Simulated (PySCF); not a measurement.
# C7H11F: the cost of one run

Computed with PySCF 2.14.0 and routines of our own; the level stands in each step. Atoms count from 0.

## 1. The system as given

19 atoms, charge 0, multiplicity 1; geometry from: GFN2-xTB.

## 2. Relaxing the molecule at PBE0-D3(BJ)/def2-SVP

The job: settings as JSON, then the geometry in Å.

```
{"job": {"xc": "PBE0", "basis": "def2-SVP", "d3": "d3bj", "grid": 1, "kind": "geom"}, "charge": 0, "multiplicity": 1}
C      2.412963     1.551535    -0.671453
C      2.351886     0.094568    -1.132026
C      1.096767    -0.521658    -0.743852
C      0.052135    -1.008994    -0.415421
C     -1.213727    -1.581446     0.004558
C     -1.766764    -0.860853     1.240489
C     -2.153671     0.575493     0.921570
F     -3.257961     0.603539     0.100244
H      2.320622     1.610932     0.411117
H      1.603746     2.126224    -1.117278
H      3.359745     1.999405    -0.965058
H      2.451042     0.044617    -2.220493
H      3.179270    -0.469211    -0.689910
H     -1.936445    -1.501071    -0.812568
H     -1.069133    -2.641309     0.231755
H     -1.014616    -0.844347     2.031066
H     -2.648682    -1.390310     1.606717
H     -2.427477     1.129715     1.825274
H     -1.349505     1.092422     0.387808
```

The run is started by

```
OMP_NUM_THREADS=1 python excited_run.py task.json out
```

This one command runs all jobs of the session in turn.

Q: Estimate the wall time and peak memory of this first job on 1 thread of Arm Neoverse V1, shared host.

About 50 s, with a peak of 0.72 GiB.
